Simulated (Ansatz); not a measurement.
# HfH8S2O12: the cost of one run

Computed with Ansatz 0.2.0 (DFT, PBE, plane-wave PAW, default files, scalar-relativistic, as far as a step names no other, unless a step's input says otherwise).

### Step 1. The structure to begin with

It takes space group Fddd (No. 70, orthorhombic). The conventional cell has a = 5.488 Å, b = 11.609 Å, c = 25.871 Å, α = 90.00°, β = 90.00°, γ = 90.00°. Hf (site symmetry 222) is surrounded by 8 O at 2.17 Å. H (site symmetry 1) has 1 O at 0.82 Å as nearest neighbours. Around H (site symmetry 1) lie 1 O at 0.88 Å. Around S (site symmetry 2) lie 4 O at 1.46 to 1.48 Å. O (site symmetry 1) has 2 H at 0.82 to 0.88 Å as nearest neighbours. O (site symmetry 1) is surrounded by 1 S at 1.46 Å. O (site symmetry 1) has 1 S at 1.48 Å as nearest neighbours.

Coordinates:

```
CELL_PARAMETERS angstrom
0.00000 5.80430 12.93550
2.74420 0.00000 12.93550
2.74420 5.80430 0.00000
ATOMIC_POSITIONS crystal
Hf 0.25000 0.25000 0.25000
Hf 0.00000 0.00000 0.00000
H 0.60020 0.08620 0.94580
H 0.08620 0.60020 0.36780
H 0.36780 0.94580 0.08620
H 0.94580 0.36780 0.60020
H 0.64980 0.16380 0.30420
H 0.16380 0.64980 0.88220
H 0.88220 0.30420 0.16380
H 0.30420 0.88220 0.64980
H 0.73100 0.89900 0.01300
H 0.89900 0.73100 0.35700
H 0.35700 0.01300 0.89900
H 0.01300 0.35700 0.73100
H 0.51900 0.35100 0.23700
H 0.35100 0.51900 0.89300
H 0.89300 0.23700 0.35100
H 0.23700 0.89300 0.51900
S 0.30639 0.30639 0.69361
S 0.69361 0.69361 0.30639
S 0.94361 0.94361 0.55639
S 0.55639 0.55639 0.94361
O 0.58756 0.04342 0.02358
O 0.04342 0.58756 0.34544
O 0.34544 0.02358 0.04342
O 0.02358 0.34544 0.58756
O 0.66244 0.20658 0.22642
O 0.20658 0.66244 0.90456
O 0.90456 0.22642 0.20658
O 0.22642 0.90456 0.66244
O 0.10166 0.57466 0.85874
O 0.57466 0.10166 0.46494
O 0.46494 0.85874 0.57466
O 0.85874 0.46494 0.10166
O 0.14834 0.67534 0.39126
O 0.67534 0.14834 0.78506
O 0.78506 0.39126 0.67534
O 0.39126 0.78506 0.14834
O 0.34041 0.20407 0.86273
O 0.20407 0.34041 0.59279
O 0.59279 0.86273 0.20407
O 0.86273 0.59279 0.34041
O 0.90959 0.04593 0.38727
O 0.04593 0.90959 0.65721
O 0.65721 0.38727 0.04593
O 0.38727 0.65721 0.90959
```

### Step 2. First run, atoms as given

File input.yaml:

```yaml
crystal:
  lattice:
    - [0.0, 5.8043, 12.9355]
    - [2.7442, 0.0, 12.9355]
    - [2.7442, 5.8043, 0.0]
  atoms:
    - { symbol: Hf, position: [0.25, 0.25, 0.25] }
    - { symbol: Hf, position: [0.0, 0.0, 0.0] }
    - { symbol: H, position: [0.6002, 0.0862, 0.9458] }
    - { symbol: H, position: [0.0862, 0.6002, 0.3678] }
    - { symbol: H, position: [0.3678, 0.9458, 0.0862] }
    - { symbol: H, position: [0.9458, 0.3678, 0.6002] }
    - { symbol: H, position: [0.6498, 0.1638, 0.3042] }
    - { symbol: H, position: [0.1638, 0.6498, 0.8822] }
    - { symbol: H, position: [0.8822, 0.3042, 0.1638] }
    - { symbol: H, position: [0.3042, 0.8822, 0.6498] }
    - { symbol: H, position: [0.731, 0.899, 0.013] }
    - { symbol: H, position: [0.899, 0.731, 0.357] }
    - { symbol: H, position: [0.357, 0.013, 0.899] }
    - { symbol: H, position: [0.013, 0.357, 0.731] }
    - { symbol: H, position: [0.519, 0.351, 0.237] }
    - { symbol: H, position: [0.351, 0.519, 0.893] }
    - { symbol: H, position: [0.893, 0.237, 0.351] }
    - { symbol: H, position: [0.237, 0.893, 0.519] }
    - { symbol: S, position: [0.30639, 0.30639, 0.69361] }
    - { symbol: S, position: [0.69361, 0.69361, 0.30639] }
    - { symbol: S, position: [0.94361, 0.94361, 0.55639] }
    - { symbol: S, position: [0.55639, 0.55639, 0.94361] }
    - { symbol: O, position: [0.58756, 0.04342, 0.02358] }
    - { symbol: O, position: [0.04342, 0.58756, 0.34544] }
    - { symbol: O, position: [0.34544, 0.02358, 0.04342] }
    - { symbol: O, position: [0.02358, 0.34544, 0.58756] }
    - { symbol: O, position: [0.66244, 0.20658, 0.22642] }
    - { symbol: O, position: [0.20658, 0.66244, 0.90456] }
    - { symbol: O, position: [0.90456, 0.22642, 0.20658] }
    - { symbol: O, position: [0.22642, 0.90456, 0.66244] }
    - { symbol: O, position: [0.10166, 0.57466, 0.85874] }
    - { symbol: O, position: [0.57466, 0.10166, 0.46494] }
    - { symbol: O, position: [0.46494, 0.85874, 0.57466] }
    - { symbol: O, position: [0.85874, 0.46494, 0.10166] }
    - { symbol: O, position: [0.14834, 0.67534, 0.39126] }
    - { symbol: O, position: [0.67534, 0.14834, 0.78506] }
    - { symbol: O, position: [0.78506, 0.39126, 0.67534] }
    - { symbol: O, position: [0.39126, 0.78506, 0.14834] }
    - { symbol: O, position: [0.34041, 0.20407, 0.86273] }
    - { symbol: O, position: [0.20407, 0.34041, 0.59279] }
    - { symbol: O, position: [0.59279, 0.86273, 0.20407] }
    - { symbol: O, position: [0.86273, 0.59279, 0.34041] }
    - { symbol: O, position: [0.90959, 0.04593, 0.38727] }
    - { symbol: O, position: [0.04593, 0.90959, 0.65721] }
    - { symbol: O, position: [0.65721, 0.38727, 0.04593] }
    - { symbol: O, position: [0.38727, 0.65721, 0.90959] }
kpoints:
  mp_grid: { grid: [4, 4, 4] }
scf:
  occupations: { method: fermi_dirac, width: 0.02 }
hamiltonian:
  xc: pbe
  pseudopotentials: { kind: paw }
output:
  forces: true
  stress: true
  populations: true
  efg:
    quadrupole_moments_barn: { Hf: 3.365, H: 0.00285783, S: -0.0694, O: -0.02558 }
    contact_densities: true
```

On the command line:

```sh
$ ansatz run input.yaml --threads 1 --pin off --max-ram 3072MiB --backend cpu --events-out ev --progress --plain --runs-dir out
```

Q: Estimate wall time and peak memory on 1 thread of Arm Neoverse V2, shared host.

About 2.6 min, with a peak of 1.3 GiB.
